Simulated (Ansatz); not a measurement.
# C2F2GeN2: small, medium and large basis sets

An exercise on one series of results from a longer session: the logs are not shown, and one member is left open.

Method: one geometry, several basis sets; program: Ansatz 0.2.0, Gaussian basis.

Plan: PBE0-D4/def2-SVP; ωB97M-V/def2-SVP; PBE0-D4/def2-QZVPP; ωB97M-V/def2-QZVPP; the functionals' def2-TZVPP values are taken from earlier runs.

### The relaxed structure

The geometry comes from an earlier relaxation with PBE0-D4 in a triple-zeta def2 set; it is a stationary point, not always the lowest conformer.

SMILES `N#[C][Ge]([F])([F])[C]#N`, 7 atoms, charge 0, spin multiplicity 1.

Atoms are counted from 1 here; the program's logs count them from 0.

Bond lengths: N1–C2 1.150 Å, C2–Ge3 1.894 Å, Ge3–F4 1.700 Å, Ge3–F5 1.700 Å, Ge3–C6 1.894 Å, C6–N7 1.150 Å. Angles: N1–C2–Ge3 179.0°, C2–Ge3–F4 109.0°, C2–Ge3–F5 109.0°, C2–Ge3–C6 112.8°, F4–Ge3–F5 107.8°, F4–Ge3–C6 109.0°, F5–Ge3–C6 109.0°, Ge3–C6–N7 179.0°.

As a file:

```xyz
7

N     0.15191   -2.00176    1.94908
C     0.14097   -1.31464    1.02710
Ge    0.11420   -0.15764   -0.47204
F    -0.99945   -0.75124   -1.61048
F     1.65064   -0.15661   -1.19862
C    -0.35513    1.62004   -0.01778
N    -0.64184    2.69384    0.27723
```

The first run:

Contents of in.yaml:

```yaml
crystal:
  periodic: [false, false, false]
  atoms:
    - {symbol: N, position_ang: [0.151911, -2.001755, 1.949079]}
    - {symbol: C, position_ang: [0.140966, -1.314639, 1.027104]}
    - {symbol: Ge, position_ang: [0.114197, -0.157644, -0.472042]}
    - {symbol: F, position_ang: [-0.999445, -0.751237, -1.610475]}
    - {symbol: F, position_ang: [1.650645, -0.156610, -1.198621]}
    - {symbol: C, position_ang: [-0.355131, 1.620041, -0.017776]}
    - {symbol: N, position_ang: [-0.641843, 2.693844, 0.277232]}
basis:
  gaussian: {orbitals: def2-SVP}
hamiltonian: {xc: pbe0, dispersion: d4}
output: {orbitals: {seedname: orbitals}}
```

Command:

```sh
$ ansatz run in.yaml --threads 4 --pin off --events-out ev --progress --plain --max-ram 10444MiB
```

Among the steps run: PBE0-D4 in def2-SVP; ωB97M-V in def2-SVP; PBE0-D4 in def2-QZVPP; ωB97M-V in def2-QZVPP.

One of the session's tables, all rows but one given; the rest of the session is left out.

It belongs to the step «Functionals by basis». 

| functional | basis | HOMO (eV) | LUMO (eV) |
| --- | --- | --- | --- |
| PBE0-D4 | def2-SVP | ? | ? |
| PBE0-D4 | def2-TZVPP | -11.24 | -2.55 |
| PBE0-D4 | def2-QZVPP | -11.26 | -2.58 |
| ωB97M-V | def2-SVP | -13.52 | -0.21 |
| ωB97M-V | def2-TZVPP | -13.59 | -0.42 |
| ωB97M-V | def2-QZVPP | -13.61 | -0.49 |

Estimate the missing values for PBE0-D4, def2-SVP.

The run gave: HOMO (eV): -11.20; LUMO (eV): -2.41. In the column «HOMO (eV)» it is the highest.
